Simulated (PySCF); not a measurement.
# C2H8O2Si: the cost of one run

Computed with PySCF 2.14.0, with density-fitted response routines of our own, on a single molecule in the gas phase. Atoms count from 0, in the outputs and in this text.

### 1 Starting geometry

13 atoms, charge 0, multiplicity 1; geometry from: PBE0-D3(BJ)/def2-SVP.

Bonds of the start (Å): C0–O1 1.40, O1–Si2 1.67, Si2–C3 1.86, Si2–O4 1.66, C0–H5 1.11, C0–H6 1.10, C0–H7 1.11, Si2–H8 1.50, C3–H9 1.10, C3–H10 1.10, C3–H11 1.10, O4–H12 0.96.

### 2 NMR shieldings: HF/pcSseg-2

What the job is given:

```
{"job": {"kind": "nmr", "xc": "HF", "basis": "pcSseg-2", "pop": false}, "charge": 0, "multiplicity": 1}
C      1.358960    -0.972366     0.336871
O      0.712310     0.174253     0.803104
Si    -0.357437     1.090152    -0.085975
C     -2.023568     0.286180    -0.237218
O     -0.582953     2.512421     0.730025
H      0.664505    -1.825855     0.222946
H      2.133734    -1.268901     1.061221
H      1.854458    -0.808570    -0.639227
H      0.268023     1.313588    -1.431048
H     -1.954266    -0.675249    -0.769846
H     -2.722618     0.931842    -0.790562
H     -2.445794     0.097877     0.761918
H      0.211602     2.993221     0.978596
```

Method: GIAO HF/pcSseg-2 NMR shielding, non-relativistic, gas phase.

Launch:

```
$ OMP_NUM_THREADS=1 python probes_run.py task.json out
```

One launch serves the whole session: the jobs run in the order shown.

Q: Estimate the wall time and peak memory of this first job on 1 thread of Arm Neoverse V2, shared host.

About 18 s, with a peak of 1.1 GiB.
